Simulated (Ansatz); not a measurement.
# HfN (HfN (110), 3 layers): how the settings move a single-point run

How sensitive is a single-point run of HfN (HfN (110), 3 layers) to its settings? A reference run comes first, then one run with altered input.

Program: Ansatz 0.2.0. Level of theory: reference: DFT, PBE, all-electron LAPW, scalar-relativistic. These are calculated values, not measurements.

### 1 The structure to begin with

The structure is orthorhombic, space group Pmmm (No. 47). The conventional cell has a = 3.216 Å, b = 4.548 Å, c = 19.216 Å, α = 90.00°, β = 90.00°, γ = 90.00°. Around Hf (site symmetry mm2) lie 4 N at 2.27 Å. N (site symmetry mm2) is surrounded by 4 Hf at 2.27 Å. Around Hf (site symmetry mmm) lie 6 N at 2.27 Å. N (site symmetry mmm) is surrounded by 6 Hf at 2.27 Å.

As a file:

```
CELL_PARAMETERS angstrom
3.21572 0.00000 0.00000
0.00000 4.54772 0.00000
0.00000 0.00000 19.21570
ATOMIC_POSITIONS crystal
Hf 0.00000 0.25000 0.41633
N 0.00000 0.75000 0.41633
Hf 0.50000 0.75000 0.50000
N 0.50000 0.25000 0.50000
Hf 0.00000 0.25000 0.58367
N 0.00000 0.75000 0.58367
```

### 2 Reference

input.yaml

```yaml
crystal:
  lattice:
    - [3.2157240931, 0.0, 0.0]
    - [0.0, 4.5477206253, 0.0]
    - [0.0, 0.0, 19.2157]
  atoms:
    - { symbol: Hf, position: [0.0, 0.25, 0.4163256063] }
    - { symbol: "N", position: [0.0, 0.75, 0.4163256063] }
    - { symbol: Hf, position: [0.5, 0.75, 0.5] }
    - { symbol: "N", position: [0.5, 0.25, 0.5] }
    - { symbol: Hf, position: [0.0, 0.25, 0.5836743937] }
    - { symbol: "N", position: [0.0, 0.75, 0.5836743937] }
kpoints:
  mp_grid: { grid: [9, 7, 1] }
scf:
  occupations: { method: fermi_dirac, width: 0.02 }
hamiltonian:
  xc: pbe
  pseudopotentials: { kind: all_electron, lapw: { basis_error: 0.001 } }
output:
  forces: true
  stress: true
  eigenvalues: true
  populations: true
  dos: { projected: true, de: 0.2, e_range: [-14, 8] }
efield:
  axis: 3
  amplitude: 0
  dipole_correction: true
```

Command:

```console
ansatz run input.yaml --threads 2 --pin off --max-ram 4096MiB --backend cpu --events-out ev --progress --plain --runs-dir out
```

### 3 Variant: hubbard.sites [{species: Hf, l: d, u_eff: 6.0}], hubbard.double_counting fll

Edit input.yaml of step 2 so:

```diff
@@ -19,2 +19,3 @@
   pseudopotentials: { kind: all_electron, lapw: { basis_error: 0.001 } }
+  hubbard: { sites: [{ species: Hf, l: d, u_eff: 6.0 }], double_counting: fll }
 output:
@@ -24,3 +25,2 @@
   populations: true
-  dos: { projected: true, de: 0.2, e_range: [-14, 8] }
 efield:
```

Before running it: what results should come out? Wanted: for each run, ending; energy change; gap; force.

The runs gave:

```csv
run,ending,energy change,gap (eV),force (eV/Å),cycles,time
reference,converged,0,0.00,0.88,14,78 s
"1: hubbard.sites [{species: Hf, l: d, u_eff: 6.0}], hubbard.double_counting fll",converged,+2.79 eV/atom (U changed: no physical gain or loss),0.00,1.36,16,92 s
```

Times don't compare one to one where runs were asked for different outputs or read a saved state (see the inputs); cycles may leave out searches for a lower state.

Residual by cycle in the longest SCF loop of each run; runs are numbered as in the table. The quantity is the density residual dr2, in eV.

```csv
cycle,reference,run 1
1,30.4,34.5
2,121,6.03
4,0.217,0.848
5,0.0215,0.24
6,0.00576,0.0289
8,2.7e-4,0.00743
9,5.7e-5,0.00134
11,1.9e-6,8.7e-5
12,6.0e-7,4.4e-5
13,1.6e-7,1.6e-5
15,-,1.9e-7
16,-,7.0e-8
```

Changing the Hubbard U moves the energy by +2.79 eV/atom, and the largest force goes from 0.88 to 1.36 eV/Å. The U term adds an energy of its own, so the shift says nothing about which run is better. A changed U is a change of model: its shifts are not errors of convergence.
